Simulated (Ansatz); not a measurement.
**Pt (fcc type): how the settings move a single-point run**

Aim: see which settings change the result for Pt (fcc type), by how much, and at what cost.

Computed with Ansatz 0.2.0 (reference: DFT, PBEsol, PAW with Ansatz's default frozen-core files, scalar-relativistic, unless a step's input says otherwise).

## 1. The starting structure

It takes space group Fm-3m (No. 225, cubic). Conventional cell: a = 3.269 Å, b = 3.269 Å, c = 3.269 Å, α = 90.00°, β = 90.00°, γ = 90.00°. Pt (site symmetry m-3m) is surrounded by 12 Pt at 2.31 Å.

As a file:

```
Pt
1.0
     0.00000    1.63430    1.63430
     1.63430    0.00000    1.63430
     1.63430    1.63430    0.00000
Pt
1
Direct
  0.00000 0.00000 0.00000
```

## 2. Baseline

input.yaml

```yaml
crystal:
  lattice:
    - [0.0, 1.6342960681, 1.6342960681]
    - [1.6342960681, 0.0, 1.6342960681]
    - [1.6342960681, 1.6342960681, 0.0]
  atoms:
    - { symbol: Pt, position: [0.0, 0.0, 0.0] }
kpoints:
  mp_grid: { grid: [18, 18, 18] }
scf:
  occupations: { method: fermi_dirac, width: 0.08 }
hamiltonian:
  xc: pbesol
  pseudopotentials: { kind: paw }
output:
  forces: true
  stress: true
  eigenvalues: true
  populations: true
  write_density: true
  write_potential: true
  elf: true
  volumetric_format: npy
```

The run is started by

```
$ ansatz run input.yaml --threads 1 --pin off --max-ram 2048MiB --backend cpu --events-out ev --progress --plain --runs-dir out
```

## 3. Variant: occupations.method cold, occupations.width 0.05

input.yaml, as its differences from that of step 2:

```diff
@@ -10,3 +10,3 @@
 scf:
-  occupations: { method: fermi_dirac, width: 0.08 }
+  occupations: { method: cold, width: 0.05 }
 hamiltonian:
@@ -19,5 +19 @@
   populations: true
-  write_density: true
-  write_potential: true
-  elf: true
-  volumetric_format: npy
```

Q: Predict the outcome of this session. Wanted: for each run, ending; energy change; pressure; gap; force.

As calculated:

| run | ending | energy change | pressure (GPa) | gap (eV) | force (eV/Å) | cycles | time |
| --- | --- | --- | --- | --- | --- | --- | --- |
| reference | converged | 0 | 624.5 | 0.00 | 0.00 | 6 | 2.7 s |
| 1: occupations.method cold, occupations.width 0.05 | converged | +0.3 meV/atom (σ→0) | 624.1 | 0.00 | 0.00 | 5 | 2.4 s |

Times don't compare one to one where runs were asked for different outputs or read a saved state (see the inputs); cycles may leave out searches for a lower state.

Residual by cycle in the longest SCF loop of each run; runs are numbered as in the table. The quantity is the density residual dr2, in eV.

| cycle | reference | run 1 |
| --- | --- | --- |
| 1 | 0.0038 | 0.00388 |
| 2 | 7.1e-4 | 7.3e-4 |
| 3 | 7.1e-6 | 7.1e-6 |
| 4 | 4.3e-7 | 4.0e-7 |
| 5 | 8.0e-9 | 5.5e-9 |
| 6 | 2.1e-10 | - |

What this shows: Changing the smearing moves the energy by +0.3 meV/atom (σ→0 values), and the pressure goes from 624.5 to 624.1 GPa. The structure is not at rest: the sound run finds 624 GPa, so these are no properties of the relaxed crystal. 

At pressures up to 624 GPa the PAW spheres may overlap and frozen cores may not hold, so those PAW values are rough without an all-electron check.
